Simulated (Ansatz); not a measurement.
# AlH7NPSi: how energies converge with the basis set

Aim: see how fast density functionals converge with the basis set for AlH7NPSi.

Method: one geometry, several basis sets; program: Ansatz 0.2.0, Gaussian basis.

Levels to be run: PBE0-D4/def2-SVP; ωB97M-V/def2-SVP; PBE0-D4/def2-QZVPP; ωB97M-V/def2-QZVPP; the functionals' def2-TZVPP values are taken from earlier runs.

### Step 1. Structure used throughout

The geometry comes from an earlier relaxation with PBE0-D4 in a triple-zeta def2 set; it is a stationary point, not always the lowest conformer.

SMILES `[AlH2][NH]P[SiH3]`, 11 atoms, charge 0, spin multiplicity 1.

Atoms are counted from 1 here; the program's logs count them from 0.

Bond lengths: Al1–N2 1.786 Å, Al1–H5 1.578 Å, Al1–H6 1.583 Å, N2–P3 1.716 Å, N2–H7 1.012 Å, P3–Si4 2.257 Å, P3–H8 1.428 Å, Si4–H9 1.492 Å, Si4–H10 1.487 Å, Si4–H11 1.488 Å. Angles: N2–Al1–H5 118.2°, N2–Al1–H6 116.2°, H5–Al1–H6 125.6°, Al1–N2–P3 124.6°, Al1–N2–H7 119.3°, P3–N2–H7 116.1°, N2–P3–Si4 101.4°, N2–P3–H8 101.8°, Si4–P3–H8 93.5°, P3–Si4–H9 111.5°, P3–Si4–H10 109.0°, P3–Si4–H11 109.6°, H9–Si4–H10 108.1°, H9–Si4–H11 109.2°, H10–Si4–H11 109.4°.

### Step 2. PBE0-D4 in def2-SVP

Contents of in.yaml:

```yaml
crystal:
  periodic: [false, false, false]
  atoms:
    - {symbol: Al, position_ang: [1.052829, 2.340627, 0.175188]}
    - {symbol: N, position_ang: [0.480331, 0.692193, 0.556473]}
    - {symbol: P, position_ang: [0.864539, -0.709215, -0.357068]}
    - {symbol: Si, position_ang: [-1.163752, -1.676514, -0.564175]}
    - {symbol: H, position_ang: [2.006957, 2.529630, -1.066884]}
    - {symbol: H, position_ang: [0.542764, 3.494717, 1.130390]}
    - {symbol: H, position_ang: [-0.136660, 0.553333, 1.346591]}
    - {symbol: H, position_ang: [1.289711, -1.614912, 0.661129]}
    - {symbol: H, position_ang: [-1.920062, -1.640465, 0.721208]}
    - {symbol: H, position_ang: [-1.951171, -0.935771, -1.585175]}
    - {symbol: H, position_ang: [-0.999887, -3.090723, -0.997075]}
basis:
  gaussian: {orbitals: def2-SVP}
hamiltonian: {xc: pbe0, dispersion: d4}
output: {orbitals: {seedname: orbitals}}
```

Started as:

```console
$ ansatz run in.yaml --threads 4 --pin off --events-out ev --progress --plain --max-ram 10444MiB
```

The runs that follow: ωB97M-V in def2-SVP; PBE0-D4 in def2-QZVPP; ωB97M-V in def2-QZVPP.

Q: Predict the results of all the runs planned. Wanted: PBE0-D4: double and triple zeta above quadruple; ωB97M-V: double and triple zeta above quadruple.

The runs gave:

| quantity | value |
| --- | --- |
| PBE0-D4: double and triple zeta above quadruple | 11.11, 0.87 eV |
| ωB97M-V: double and triple zeta above quadruple | 11.17, 0.83 eV |

What this shows: For PBE0-D4 the step from double to triple zeta gains 10.24 eV and the next only 0.87 eV. These are total energies; as a rule much of such shifts cancels in differences, which this series doesn't test. The LUMO of ωB97M-V is positive and keeps falling with the basis (0.82 to 0.29 eV): an unbound level that the basis holds in place.
